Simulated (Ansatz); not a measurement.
**MoPt3: magnetic states**

The task here is to estimate one member of a computed series from the others.

Computed with Ansatz 0.2.0 (DFT PBEsol, scalar-relativistic, plane waves, PAW, unless a step's input says otherwise).

### The system as given

It takes space group Pm-3m (No. 221, cubic). The conventional cell has a = 3.980 Å, b = 3.980 Å, c = 3.980 Å, α = 90.00°, β = 90.00°, γ = 90.00°. Around Mo (site symmetry m-3m) lie 12 Pt at 2.81 Å. Pt (site symmetry 4/mmm) has 4 Mo at 2.81 Å and 8 Pt at 2.81 Å as nearest neighbours.

Coordinates:

```cif
data_structure
_symmetry_space_group_name_H-M 'P 1'
_symmetry_Int_Tables_number 1
_cell_length_a 3.9795
_cell_length_b 3.9795
_cell_length_c 3.9795
_cell_angle_alpha 90.000
_cell_angle_beta 90.000
_cell_angle_gamma 90.000
_cell_volume 63.02
loop_
_atom_site_label
_atom_site_type_symbol
_atom_site_fract_x
_atom_site_fract_y
_atom_site_fract_z
_atom_site_occupancy
Mo1 Mo 0.00000 0.00000 0.00000 1
Pt1 Pt 0.50000 0.50000 0.00000 1
Pt2 Pt 0.50000 0.00000 0.50000 1
Pt3 Pt 0.00000 0.50000 0.50000 1
```

Source of the structure: the Materials Project (structure only). It is taken as it stands there.

The first run:

Input file input.yaml:

```yaml
crystal:
  lattice:
    - [3.979521, 0.0, 0.0]
    - [0.0, 3.979521, 0.0]
    - [0.0, 0.0, 3.979521]
  atoms:
    - { symbol: Mo, position: [0.0, 0.0, 0.0], spin: 1.0 }
    - { symbol: Pt, position: [0.5, 0.5, 0.0] }
    - { symbol: Pt, position: [0.5, 0.0, 0.5] }
    - { symbol: Pt, position: [0.0, 0.5, 0.5] }
basis:
  ecutwfc: 420
kpoints:
  mp_grid: { grid: [4, 4, 4] }
hamiltonian:
  xc: pbesol
scf:
  occupations: { method: gaussian, width: 0.1 }
output:
  forces: true
  stress: true
  eigenvalues: true
  populations: true
magnetization:
  spin_polarized: true
```

Command:

```console
ansatz run input.yaml --threads 1 --pin off --max-ram 2560MiB --backend cpu --events-out ev --progress --plain --runs-dir out
```

Among the steps run: A first look at the start; The base run; Magnetic start: no spin polarisation; Magnetic start: ferromagnetic; Start: large parallel starting moments; Magnetic start: antiferromagnetic, doubled cell, propagation vector (0, 0, 1/2); Start: antiferromagnetic, doubled cell, propagation vector (0, 1/2, 1/2); Start: antiferromagnetic, doubled cell, propagation vector (1/2, 1/2, 1/2); Magnetic start: small parallel starting moments.

One of the session's tables, all rows but one given; the rest of the session is left out.

It belongs to the step «Which state is lowest». 

```
                                                              start  energy above the lowest (meV/atom)  pressure (GPa)
                                                      ferromagnetic                                0.00           -11.0
                                    large parallel starting moments                                0.00           -11.0
                                    small parallel starting moments                                0.00           -11.0
antiferromagnetic, doubled cell, propagation vector (1/2, 1/2, 1/2)                                   ?               ?
    antiferromagnetic, doubled cell, propagation vector (0, 0, 1/2)                                14.8           -12.6
                                                            no spin                                15.0           -12.6
  antiferromagnetic, doubled cell, propagation vector (0, 1/2, 1/2)                                15.0           -12.6
```

Estimate the missing values for antiferromagnetic, doubled cell, propagation vector (1/2, 1/2, 1/2).

As computed: energy above the lowest (meV/atom): 9.38; pressure (GPa): -11.4. In the column «energy above the lowest (meV/atom)» it lies between small parallel starting moments (0.00) and antiferromagnetic, doubled cell, propagation vector (0, 0, 1/2) (14.8).

Limits of these values: Only these starts were tried, so a lower state is not ruled out. Warnings in the runs' records: seeded moment not kept.
